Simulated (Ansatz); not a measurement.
# AlGaH₃NO: one species, many methods

Aim: compute AlGaH₃NO with functionals from several rungs and with coupled cluster. The yardstick is the atomisation energy at the CCSD(T) limit.

Computed with Ansatz 0.2.0, Gaussian basis. Level: functionals in def2-TZVPP, the program's frozen cores in correlated methods.

Plan: LDA (SPW92), PBE-D4, revPBE-D4, BLYP-D4, r2SCAN-D4, B97M-V, PBE0-D4, B3LYP-D4, r2SCANh-D4, r2SCAN0-D4, HSE06-D4, BHLYP-D4, CAM-B3LYP-D4, LC-ωPBE, ωB97X-V, ωB97M-V, B2PLYP, PBE-QIDH; CCSD(T)/def2-SVP; CCSD(T)/def2-TZVPP; CCSD(T)/def2-QZVPP; extrapolation to the limit; RPA on PBE.

**1. The geometry**

All runs share one geometry, relaxed beforehand with PBE0-D4 in a triple-zeta def2 set.

7 atoms, charge 0, spin multiplicity 1.

Atoms are counted from 1 here; the program's logs count them from 0.

Bond lengths: N1–Al2 1.758 Å, N1–H5 1.008 Å, N1–H6 1.007 Å, Al2–O3 1.706 Å, Al2–Ga4 2.336 Å, O3–Ga4 1.875 Å, Ga4–H7 1.568 Å. Angles: Al2–N1–H5 124.8°, Al2–N1–H6 124.6°, H5–N1–H6 110.6°, N1–Al2–O3 137.0°, N1–Al2–Ga4 170.5°, O3–Al2–Ga4 52.5°, Al2–O3–Ga4 81.3°, Al2–Ga4–O3 46.2°, Al2–Ga4–H7 168.4°, O3–Ga4–H7 122.2°.

**2. LDA**

This LDA is Slater exchange with PW92 correlation.

The input, in.yaml:

```yaml
crystal:
  periodic: [false, false, false]
  atoms:
    - {symbol: N, position_ang: [-1.331701, 1.325061, 0.297377]}
    - {symbol: Al, position_ang: [-0.125438, 0.089446, -0.029811]}
    - {symbol: O, position_ang: [1.218680, -0.586641, 0.774457]}
    - {symbol: Ga, position_ang: [1.294824, -1.596406, -0.804002]}
    - {symbol: H, position_ang: [-1.379766, 1.872736, 1.142281]}
    - {symbol: H, position_ang: [-2.070978, 1.583202, -0.335421]}
    - {symbol: H, position_ang: [2.394379, -2.687398, -1.044871]}
basis:
  gaussian: {orbitals: def2-TZVPP}
hamiltonian: {xc: lda}
output: {orbitals: {seedname: orbitals}}
```

On the command line:

```
ansatz run in.yaml --threads 2 --pin off --events-out ev --progress --plain --max-ram 22528MiB --backend cpu
```

Further steps of the session: PBE-D4 (GGA); revPBE-D4 (GGA); BLYP-D4 (GGA); r2SCAN-D4 (meta-GGA); B97M-V (meta-GGA); PBE0-D4 (hybrid); B3LYP-D4 (hybrid); r2SCANh-D4 (hybrid); r2SCAN0-D4 (hybrid); HSE06-D4 (hybrid); BHLYP-D4 (hybrid); CAM-B3LYP-D4 (range-separated); LC-ωPBE (range-separated); ωB97X-V (range-separated); ωB97M-V (range-separated); B2PLYP (double hybrid); PBE-QIDH (double hybrid); CCSD(T) in def2-SVP; CCSD(T) in def2-TZVPP; CCSD(T) in def2-QZVPP; RPA on PBE orbitals.

Before running them: what should the planned runs give, taken together? Wanted: atomisation energy, CCSD(T)/CBS; farthest beyond LDA; mean size of error, GGA; mean size of error, meta-GGA; mean size of error, hybrid; mean size of error, range-separated; mean size of error, double hybrid; gap, smallest and largest; T1 diagnostic.

As calculated:

| quantity | value |
| --- | --- |
| atomisation energy, CCSD(T)/CBS | 2209.3 kJ/mol |
| functionals within 22.1 kJ/mol (1.0 %) | BLYP-D4, r2SCAN-D4, B97M-V, CAM-B3LYP-D4, LC-ωPBE, ωB97X-V, ωB97M-V |
| farthest beyond LDA | BHLYP-D4 (-129.9 kJ/mol) |
| mean size of error, GGA | 30.5 kJ/mol |
| mean size of error, meta-GGA | 0.9 kJ/mol |
| mean size of error, hybrid | 57.9 kJ/mol |
| mean size of error, range-separated | 13.6 kJ/mol |
| mean size of error, double hybrid | 42.9 kJ/mol |
| gap, smallest and largest | 2.64 eV (LDA (SPW92)), 8.86 eV (LC-ωPBE) |
| T1 diagnostic | 0.0168 |
| triples share of the correlation energy | 4.2 % |

LDA overbinds by 347.8 kJ/mol (16 %). PBE-D4 is off by +27.7 kJ/mol. Double hybrids carry the basis error of their MP2 part in triple zeta, and no dispersion term here, so their miss is partly the set-up's. The rungs meta-GGA, range-separated miss on average by less than the doubt on the reference (22.1 kJ/mol), so they tie. Misses under about 22.1 kJ/mol are within the doubt on the reference itself, which lacks core-valence correlation, relativity and higher excitations, and its outer-core shells are covered unevenly. Hartree-Fock recovers 64 % of the binding; the rest is correlation. CCSD(T) in def2-SVP is off by -201.9 kJ/mol, worse than the median functional, from the basis alone. The gap grows from 2.6 to 8.9 eV across the functionals, mostly with the share of exact exchange. Correlated methods include outer-core shells of Ga, which these sets cover unevenly.
